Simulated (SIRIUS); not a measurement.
# B5Ru (P1) in SIRIUS: single point with PBE

Aim: the single point of B5Ru with PBE.

Program: SIRIUS 7.10.0. These are calculated values, not measurements. Logs are shortened: lines on timing, memory, paths and dates and some standing lists are left out, and cuts for length are marked. The log counts tension as positive stress, the text compression.

## 1. The cell of the first run

The typed cell holds 6 atoms: a = 3.962 Å, b = 3.962 Å, c = 3.962 Å, α = 60.00°, β = 60.00°, γ = 60.00°.

The cell was built by a generator and needn't be a form met in nature.

## 2. Single point, PBE (atoms moved at random, drawn with an rms of 0.05 Å)

Contents of sirius.json:

```json
{
  "control": {
    "processing_unit": "cpu",
    "verbosity": 2,
    "num_bands_to_print": 24,
    "print_forces": true,
    "print_stress": true
  },
  "parameters": {
    "electronic_structure_method": "pseudopotential",
    "xc_functionals": ["XC_GGA_X_PBE", "XC_GGA_C_PBE"],
    "gk_cutoff": 9.2,
    "pw_cutoff": 18.4,
    "ngridk": [8, 8, 8],
    "shiftk": [0, 0, 0],
    "smearing": "fermi_dirac",
    "smearing_width": 0.0018374661,
    "num_bands": 24,
    "num_mag_dims": 0,
    "num_dft_iter": 100,
    "energy_tol": 1e-08,
    "density_tol": 1e-06
  },
  "iterative_solver": {
    "type": "davidson",
    "min_tolerance": 1e-09,
    "tolerance_scale": [0.1, 0.25]
  },
  "mixer": {
    "type": "anderson",
    "beta": 0.7,
    "max_history": 8
  },
  "settings": {
    "tol_ne": 1e-10,
    "pseudo_grid_cutoff": 6.5
  },
  "unit_cell": {
    "lattice_vectors": [
      [0.0, 0.707106781187, 0.707106781187],
      [0.707106781187, 0.0, 0.707106781187],
      [0.707106781187, 0.707106781187, 0.0]
    ],
    "lattice_vectors_scale": 7.4869156706,
    "atom_coordinate_units": "lattice",
    "atom_types": ["B", "Ru"],
    "atom_files": {
      "B": "B.json",
      "Ru": "Ru.json"
    },
    "atoms": {
      "B": [
        [0.876716, 0.872134, 0.880616],
        [0.368819, 0.873944, 0.873237],
        [0.25348, 0.23688, 0.253028],
        [0.87174, 0.371492, 0.876689],
        [0.874367, 0.873036, 0.376553]
      ],
      "Ru": [
        [0.483652, 0.509565, 0.498243]
      ]
    }
  }
}
```

Potentials or basis: PseudoDojo 0.4.1 PBE standard (scalar relativistic).

Started as:

```console
$ upf_to_json B.upf
$ upf_to_json Ru.upf
$ OMP_NUM_THREADS=1 sirius.scf --input=sirius.json --output=out.json --task=0
```

Standard output:

```text
[info] SIRIUS version : 7.10.0
[info] number of MPI ranks           : 1
[info] MPI grid                      : 1 1
[info] maximum number of OMP threads : 1
[fft] FFT context for density and potential
[fft] =====================================
[fft]   comm size                             : 1
[fft]   plane wave cutoff                     : 18.4
[fft]   grid size                             : 48 48 48   total : 110592
[fft]   grid limits                           : -23 24   -23 24   -23 24
[fft]   number of G-vectors within the cutoff : 15462
[fft]   local number of G-vectors             : 15462
[fft]   number of G-shells                    : 837
[fft] FFT context for coarse grid
[fft] =====================================
[fft]   comm size                             : 1
[fft]   plane wave cutoff                     : 18.4
[fft]   grid size                             : 48 48 48   total : 110592
[fft]   grid limits                           : -23 24   -23 24   -23 24
[fft]   number of G-vectors within the cutoff : 15462
[fft]   local number of G-vectors             : 15462
[fft]   number of G-shells                    : 837
[unit cell] lattice vectors
[unit cell]   a1 :       0.0000000000      5.2940488409      5.2940488409
[unit cell]   a2 :       5.2940488409      0.0000000000      5.2940488409
[unit cell]   a3 :       5.2940488409      5.2940488409      0.0000000000
[unit cell] reciprocal lattice vectors
[unit cell]   b1 :      -0.5934196582      0.5934196582      0.5934196582
[unit cell]   b2 :       0.5934196582     -0.5934196582      0.5934196582
[unit cell]   b3 :       0.5934196582      0.5934196582     -0.5934196582
[unit cell] unit cell volume :       296.75211745 [a.u.^3]
[unit cell] 1/sqrt(omega)    :         0.05805012
[unit cell] MT volume        :         0.00000000 ( 0.00%)
[unit cell] IT volume        :       296.75211745 (100.00%)
[unit cell] number of atom types : 2
[unit cell] type id : 0 symbol :  B mt_radius :  15.330000 num_atoms : 5
[unit cell] type id : 1 symbol : Ru mt_radius :  15.830000 num_atoms : 1
[unit cell] total number of atoms : 6
[unit cell] number of symmetry classes : 6
[unit cell] number of PAW atoms : 0
[unit cell] atom id  type id  class id             position                      vector_field
[unit cell] ------------------------------------------------------------------------------------------
[unit cell]      0        0        0      0.87672   0.87213   0.88062      0.00000   0.00000   0.00000
[unit cell]      1        0        1      0.36882   0.87394   0.87324      0.00000   0.00000   0.00000
[unit cell]      2        0        2      0.25348   0.23688   0.25303      0.00000   0.00000   0.00000
[unit cell]      3        0        3      0.87174   0.37149   0.87669      0.00000   0.00000   0.00000
[unit cell]      4        0        4      0.87437   0.87304   0.37655      0.00000   0.00000   0.00000
[unit cell]      5        1        5      0.48365   0.50957   0.49824      0.00000   0.00000   0.00000
[unit cell] atom id         position (Cartesian, a.u.)
[unit cell] ---------------------------------------------
[unit cell]      0       9.279144    9.303401    9.258497
[unit cell]      1       9.249662    6.575505    6.579248
[unit cell]      2       2.593597    2.681478    2.595990
[unit cell]      3       6.607931    9.256269    6.581731
[unit cell]      4       6.615385    6.622432    9.250837
[unit cell]      5       5.335385    5.198200    5.258139
[unit cell] class id : 0 atom id : 0
[unit cell] class id : 1 atom id : 1
[unit cell] class id : 2 atom id : 2
[unit cell] class id : 3 atom id : 3
[unit cell] class id : 4 atom id : 4
[unit cell] class id : 5 atom id : 5
[unit cell] minimum bond length:     3.663766
[unit cell] total number of pseudo wave-functions: 30
[sym] space group number   : 1
[sym] international symbol : P1
[sym] Hall symbol          : P 1
[sym] space group transformation matrix :
[sym]  -1.0000 -1.0000 -1.0000
[sym]   1.0000  0.0000  0.0000
[sym]   0.0000  0.0000  1.0000
[... 312 lines left out ...]
[diagonalize] ik:  259   -2.078405   -0.979755   -0.979576   -0.978959    0.109432    0.140292    0.312176    0.325020    0.330183    0.427833    0.429858    0.473150    0.481587    0.487951    0.667995    0.675601    0.676691    0.692739    0.761447    0.764093    0.802756    0.808875    0.862289    0.901027
[find] Charges and magnetic moments
[find] --------------------------------------------------------------------------------
[find] total charge          : 31.000000
[find] Energy
[find] --------------------------------------------------------------------------------
[find] valence_eval_sum               :      -1.06564844
[find] <rho|V^{XC}>                   :     -21.29338467
[find] <rho|E^{XC}>                   :     -23.19749208
[find] <mag|B^{XC}>                   :       0.00000000
[find] <rho|V^{H}>                    :      45.74749772
[find] one-electron contribution      :     -25.51976148 (Ha),     -51.03952297 (Ry)
[find] hartree contribution           :      22.87374886
[find] xc contribution                :     -23.19749208
[find] ewald contribution             :     -89.73839173
[find] PAW contribution               :       0.00000000
[find] smearing (-TS)                 :      -0.00091423
[find] SCF correction                 :       0.00000160
[find] Total energy                   :    -115.58189483 (Ha),    -231.16378966 (Ry)
[find] Free energy (E-TS)             :    -115.58280906 (Ha),    -231.16561812 (Ry)
[find] band gap (eV)                  :       0.00000000
[find] Efermi                         :       0.66479004
[find] iteration : 12, RMS : 2.303720473182e-07, energy difference : 2.083112349283e-09
[find] Hartree energy of density residual : 1.779478167834e-11
[find] bands are converged : true
[find] iterative solver converged : true
[find] converged after 13 SCF iterations!
[find] Charges and magnetic moments
[find] --------------------------------------------------------------------------------
[find] total charge          : 31.000000
[find] Energy
[find] --------------------------------------------------------------------------------
[find] valence_eval_sum               :      -1.06564844
[find] <rho|V^{XC}>                   :     -21.29338467
[find] <rho|E^{XC}>                   :     -23.19749208
[find] <mag|B^{XC}>                   :       0.00000000
[find] <rho|V^{H}>                    :      45.74749772
[find] one-electron contribution      :     -25.51976148 (Ha),     -51.03952297 (Ry)
[find] hartree contribution           :      22.87374886
[find] xc contribution                :     -23.19749208
[find] ewald contribution             :     -89.73839173
[find] PAW contribution               :       0.00000000
[find] smearing (-TS)                 :      -0.00091423
[find] SCF correction                 :       0.00000160
[find] Total energy                   :    -115.58189483 (Ha),    -231.16378966 (Ry)
[find] Free energy (E-TS)             :    -115.58280906 (Ha),    -231.16561812 (Ry)
[find] band gap (eV)                  :       0.00000000
[find] Efermi                         :       0.66479004
[ground_state] === stress tensor components [kbar] ===
[ground_state] === stress_kin ===
[ground_state] -28060.715922   -6.351008   -7.914158
[ground_state]    -6.351008-28079.841318    5.198299
[ground_state]    -7.914158    5.198299-28068.903557
[ground_state] === stress_har ===
[ground_state] -7601.001428   29.194469   -5.503313
[ground_state]    29.194469-7525.047545  -20.990213
[ground_state]    -5.503313  -20.990213-7551.761825
[ground_state] === stress_ewald ===
[ground_state] 29551.482633   79.280813   26.712902
[ground_state]    79.28081329740.632299  -67.415624
[ground_state]    26.712902  -67.41562429677.571737
[ground_state] === stress_vloc ===
[ground_state] 11091.823515 -101.308532  -15.217656
[ground_state]  -101.30853210841.589232   81.045712
[ground_state]   -15.217656   81.04571210927.231858
[ground_state] === stress_xc ===
[ground_state] -1742.204077    0.082749    0.055841
[ground_state]     0.082749-1742.013221   -0.043983
[ground_state]     0.055841   -0.043983-1742.069782
[ground_state] === stress_core ===
[ground_state]  7837.183086    0.000740    0.073069
[ground_state]     0.000740 7837.211990   -0.012601
[ground_state]     0.073069   -0.012601 7837.209216
[ground_state] === stress_nonloc ===
[ground_state] -11087.524691    0.320703    0.190919
[ground_state]     0.320703-11085.537019   -0.968833
[ground_state]     0.190919   -0.968833-11086.773364
[ground_state] === stress_us_nl ===
[ground_state] -11087.524691    0.320703    0.190919
[ground_state]     0.320703-11085.537019   -0.968833
[ground_state]     0.190919   -0.968833-11086.773364
[ground_state] === stress_total ===
[ground_state]   -10.956883    1.219933   -1.602396
[ground_state]     1.219933  -13.005582   -3.187243
[ground_state]    -1.602396   -3.187243   -7.495717
[ground_state] ==== total Forces in Ha/bohr =====
[ground_state] atom:    0, force:       0.0072749      0.0021694      0.0048038
[ground_state] atom:    1, force:       0.0002167     -0.0002522      0.0018025
[ground_state] atom:    2, force:       0.0004005     -0.0014194      0.0000721
[ground_state] atom:    3, force:      -0.0041065      0.0028921     -0.0056923
[ground_state] atom:    4, force:       0.0010230     -0.0040217      0.0001924
[ground_state] atom:    5, force:      -0.0048088      0.0006326     -0.0011786
[ground_state] ==== ultrasoft contribution from Qij =====
[ground_state] atom:    0, force:       0.0000000      0.0000000      0.0000000
[ground_state] atom:    1, force:       0.0000000      0.0000000      0.0000000
[ground_state] atom:    2, force:       0.0000000      0.0000000      0.0000000
[ground_state] atom:    3, force:       0.0000000      0.0000000      0.0000000
[ground_state] atom:    4, force:       0.0000000      0.0000000      0.0000000
[ground_state] atom:    5, force:       0.0000000      0.0000000      0.0000000
[ground_state] ==== non-local contribution from Beta-projector =====
[ground_state] atom:    0, force:      -0.0104583     -0.0160004     -0.0127204
[ground_state] atom:    1, force:      -0.0067574      0.0138725      0.0122979
[ground_state] atom:    2, force:       0.0025865     -0.0034337      0.0011124
[ground_state] atom:    3, force:       0.0103636     -0.0086447      0.0104500
[ground_state] atom:    4, force:       0.0108173      0.0076571     -0.0100588
[ground_state] atom:    5, force:       0.0011694     -0.0077630     -0.0004360
[ground_state] ==== contribution from local potential =====
[ground_state] atom:    0, force:      -0.3117214     -0.1257487     -0.2153818
[ground_state] atom:    1, force:      -0.2391481      0.2097278      0.1569738
[ground_state] atom:    2, force:      -0.0828343      0.1143959     -0.0370863
[ground_state] atom:    3, force:       0.2240699     -0.1978896      0.2935534
[ground_state] atom:    4, force:       0.1617308      0.3256107     -0.1906909
[ground_state] atom:    5, force:       0.2410378     -0.3135860     -0.0080794
[ground_state] ==== contribution from core density =====
[ground_state] atom:    0, force:       0.0003494      0.0007801      0.0006116
[ground_state] atom:    1, force:       0.0001077     -0.0005193     -0.0004739
[ground_state] atom:    2, force:      -0.0002329      0.0002963     -0.0001155
[ground_state] atom:    3, force:      -0.0003844      0.0002961     -0.0002916
[ground_state] atom:    4, force:      -0.0003575     -0.0000995      0.0002763
[ground_state] atom:    5, force:      -0.0003372      0.0010468      0.0000590
[ground_state] ==== Ewald forces from ions =====
[ground_state] atom:    0, force:       0.3291049      0.1431387      0.2322943
[ground_state] atom:    1, force:       0.2460146     -0.2233330     -0.1669955
[ground_state] atom:    2, force:       0.0808813     -0.1126782      0.0361616
[ground_state] atom:    3, force:      -0.2381554      0.2091303     -0.3094038
[ground_state] atom:    4, force:      -0.1711680     -0.3371897      0.2006659
[ground_state] atom:    5, force:      -0.2466773      0.3209320      0.0072776
[~DFT_ground_state] local op. applied: 210215
[~DFT_ground_state] evp. work count: 37452.2
[~DFT_ground_state] number of iterative solver steps: 12187
```

It took 22 min on 1 thread of Arm Neoverse N1, shared host; peak memory 2.2 GiB.

What came out:

* Free energy: -3145.1685 eV
* Pressure: 1.0 GPa
* Largest force: 0.462 eV/Å
* Band gap on the k mesh: none (metal or under the smearing width)

Forces on the atoms (eV/Å):
```
B    0.374  0.112  0.247
B    0.011 -0.013  0.093
B    0.021 -0.073  0.004
B   -0.211  0.149 -0.293
B    0.053 -0.207  0.010
Ru  -0.247  0.033 -0.061
```
